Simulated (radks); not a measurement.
# Ionising silver step by step, Ag¹⁶⁺ to Ag²⁴⁺

Wanted: the ionisation ladder of silver and its errors against NIST. Each value is a difference of total energies (Δ-SCF).

Program: radks (a radial shooting solver on a logarithmic mesh, Libxc functionals) version 1. Level of theory: non-relativistic Kohn-Sham, TPSS, spin-polarised, spherical densities, point nucleus; open shells are filled with parallel spins first. These are calculated values, not measurements, unless marked.

## 1. The system

```
element             : silver (Z = 47)
charges             : 16 to 24
first configuration : [Ar] 3d10 4s2 4p1
last configuration  : [Ar] 3d5
```

The outer shells:

Ag¹⁶⁺
```
[Ar] core
3d [↑↓][↑↓][↑↓][↑↓][↑↓]
4s [↑↓]
4p [↑ ][  ][  ]
```

Ag²⁴⁺
```
[Ar] core
3d [↑ ][↑ ][↑ ][↑ ][↑ ]
```

## 2. Ag¹⁶⁺, [Ar] 3d10 4s2 4p1

Input:

```text
Z 47
configuration [Ar] 3d10 4s2 4p1
relativity non-relativistic
functional tpss,tpss
spin polarised
nucleus point
```

## 3. Ag¹⁷⁺, [Ar] 3d10 4s2

Input:

```text
Z 47
configuration [Ar] 3d10 4s2 4p0 5s0
relativity non-relativistic
functional tpss,tpss
spin polarised
nucleus point
```

## 4. Ag¹⁸⁺, [Ar] 3d10 4s1

Input:

```text
Z 47
configuration [Ar] 3d10 4s1 4p0 5s0
relativity non-relativistic
functional tpss,tpss
spin polarised
nucleus point
```

## 5. Ag¹⁹⁺, [Ar] 3d10

Input:

```text
Z 47
configuration [Ar] 3d10 4s0 4p0
relativity non-relativistic
functional tpss,tpss
spin polarised
nucleus point
```

## 6. Ag²⁰⁺, [Ar] 3d9

Input:

```text
Z 47
configuration [Ar] 3d9 4s0 4p0
relativity non-relativistic
functional tpss,tpss
spin polarised
nucleus point
```

## 7. Ag²¹⁺, [Ar] 3d8

Input:

```text
Z 47
configuration [Ar] 3d8
relativity non-relativistic
functional tpss,tpss
spin polarised
nucleus point
```

## 8. Ag²²⁺, [Ar] 3d7

Input:

```text
Z 47
configuration [Ar] 3d7
relativity non-relativistic
functional tpss,tpss
spin polarised
nucleus point
```

## 9. Ag²³⁺, [Ar] 3d6

Input:

```text
Z 47
configuration [Ar] 3d6
relativity non-relativistic
functional tpss,tpss
spin polarised
nucleus point
```

## 10. Ag²⁴⁺, [Ar] 3d5

Input:

```text
Z 47
configuration [Ar] 3d5
relativity non-relativistic
functional tpss,tpss
spin polarised
nucleus point
```

**Question.** What will these runs give? Wanted: for each run, species; configuration; Δ-SCF; −ε(HOMO); NIST; error.

As calculated:

| species | configuration | Δ-SCF (eV) | −ε(HOMO) (eV) | NIST (eV) | error (%) |
| --- | --- | --- | --- | --- | --- |
| Ag¹⁶⁺ | [Ar] 3d10 4s2 4p1 | 400.84 | 388.48 | 408.4 (semi-emp.) | -1.9 |
| Ag¹⁷⁺ | [Ar] 3d10 4s2 | 461.73 | 449.47 | 469 (theory) | -1.6 |
| Ag¹⁸⁺ | [Ar] 3d10 4s1 | 491.00 | 478.52 | 500.9 (semi-emp.) | -2.0 |
| Ag¹⁹⁺ | [Ar] 3d10 | 890.25 | 859.07 | 885 (theory) | +0.6 |
| Ag²⁰⁺ | [Ar] 3d9 | 953.52 | 921.66 | 946 (theory) | +0.8 |
| Ag²¹⁺ | [Ar] 3d8 | 1018.1 | 985.59 | 1013 (theory) | +0.5 |
| Ag²²⁺ | [Ar] 3d7 | 1083.8 | 1050.8 | 1082 (theory) | +0.2 |
| Ag²³⁺ | [Ar] 3d6 | 1150.6 | 1117.1 | 1149 (theory) | +0.1 |

Reference values: NIST Atomic Spectra Database (exp. measured, semi-emp. semi-empirical, theory a theoretical value adopted there). Per unit of the charge left behind, the cost jumps most at Ag¹⁹⁺ ([Ar] 3d10): from 491.00 to 890.25 eV. There the highest level belongs to another shell. Against the measured or semi-empirical entries the Δ-SCF values err by -1.9 % on average (signed), at worst -2.0 % (Ag¹⁸⁺). Minus the highest eigenvalue gives 96 to 97 % of the Δ-SCF value along the ladder. Relativity is left out here, which matters for elements this heavy. Open shells are spherical and high-spin; term and fine-structure splittings are not resolved.
